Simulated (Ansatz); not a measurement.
# C3H8Te: basis-set convergence

The task here is to estimate one member of a computed series from the others.

Computed with Ansatz 0.2.0, Gaussian basis. Level: one geometry, several basis sets.

Plan: PBE0-D4/def2-SVP; ωB97M-V/def2-SVP; PBE0-D4/def2-QZVPP; ωB97M-V/def2-QZVPP; the functionals' def2-TZVPP values are taken from earlier runs.

### The relaxed structure

All runs share one geometry, relaxed beforehand with PBE0-D4 in a triple-zeta def2 set. Te takes the def2 core potential; no spin-orbit term is included.

12 atoms, charge 0, spin multiplicity 1.

Atoms are counted from 1 here; the program's logs count them from 0.

Bond lengths: C1–C2 1.516 Å, C1–H5 1.092 Å, C1–H6 1.094 Å, C1–H7 1.095 Å, C2–C3 1.513 Å, C2–Te4 2.171 Å, C2–H8 1.091 Å, C3–H9 1.093 Å, C3–H10 1.091 Å, C3–H11 1.097 Å, Te4–H12 1.659 Å. Angles: C2–C1–H5 112.2°, C2–C1–H6 111.3°, C2–C1–H7 109.8°, H5–C1–H6 108.2°, H5–C1–H7 107.8°, H6–C1–H7 107.5°, C1–C2–C3 112.6°, C1–C2–Te4 107.5°, C1–C2–H8 109.7°, C3–C2–Te4 111.6°, C3–C2–H8 110.4°, Te4–C2–H8 104.6°, C2–C3–H9 111.1°, C2–C3–H10 112.0°, C2–C3–H11 109.8°, H9–C3–H10 107.9°, H9–C3–H11 108.0°, H10–C3–H11 107.8° and more.

As a file:

| atom | x (Å) | y (Å) | z (Å) |
| --- | --- | --- | --- |
| C1 | -0.01777 | 0.78404 | -1.23574 |
| C2 | 0.06214 | -0.33664 | -0.21721 |
| C3 | 0.59668 | 0.13023 | 1.11948 |
| Te4 | -1.92463 | -1.19240 | -0.03069 |
| H5 | -0.37694 | 0.43408 | -2.20596 |
| H6 | -0.68038 | 1.58414 | -0.89374 |
| H7 | 0.97514 | 1.22067 | -1.38450 |
| H8 | 0.67640 | -1.14848 | -0.60986 |
| H9 | -0.03975 | 0.90870 | 1.54694 |
| H10 | 0.66131 | -0.68518 | 1.84184 |
| H11 | 1.60313 | 0.54674 | 0.99185 |
| H12 | -1.45833 | -2.30089 | 1.11158 |

The first run:

Contents of in.yaml:

```yaml
crystal:
  periodic: [false, false, false]
  atoms:
    - {symbol: C, position_ang: [-0.017773, 0.784036, -1.235738]}
    - {symbol: C, position_ang: [0.062144, -0.336643, -0.217212]}
    - {symbol: C, position_ang: [0.596681, 0.130225, 1.119478]}
    - {symbol: Te, position_ang: [-1.924626, -1.192401, -0.030685]}
    - {symbol: H, position_ang: [-0.376942, 0.434085, -2.205958]}
    - {symbol: H, position_ang: [-0.680377, 1.584139, -0.893740]}
    - {symbol: H, position_ang: [0.975136, 1.220673, -1.384495]}
    - {symbol: H, position_ang: [0.676399, -1.148480, -0.609861]}
    - {symbol: H, position_ang: [-0.039755, 0.908696, 1.546936]}
    - {symbol: H, position_ang: [0.661313, -0.685177, 1.841841]}
    - {symbol: H, position_ang: [1.603128, 0.546736, 0.991854]}
    - {symbol: H, position_ang: [-1.458328, -2.300890, 1.111578]}
basis:
  gaussian: {orbitals: def2-SVP}
hamiltonian: {xc: pbe0, dispersion: d4}
output: {orbitals: {seedname: orbitals}}
```

Steps of the session up to this table: PBE0-D4 in def2-SVP; ωB97M-V in def2-SVP; PBE0-D4 in def2-QZVPP; ωB97M-V in def2-QZVPP.

One of the session's tables, all rows but one given; the rest of the session is left out.

It belongs to the step «Functionals by basis». 

```
functional       basis  HOMO (eV)
   PBE0-D4    def2-SVP      -5.89
   PBE0-D4  def2-TZVPP      -6.01
   PBE0-D4  def2-QZVPP          ?
   ωB97M-V    def2-SVP      -8.00
   ωB97M-V  def2-TZVPP      -8.14
   ωB97M-V  def2-QZVPP      -8.16
```

Estimate the missing values for PBE0-D4, def2-QZVPP.

**Answer.** HOMO (eV): -6.03. In the column «HOMO (eV)» it lies between ωB97M-V, def2-SVP (-8.00) and PBE0-D4, def2-TZVPP (-6.01).
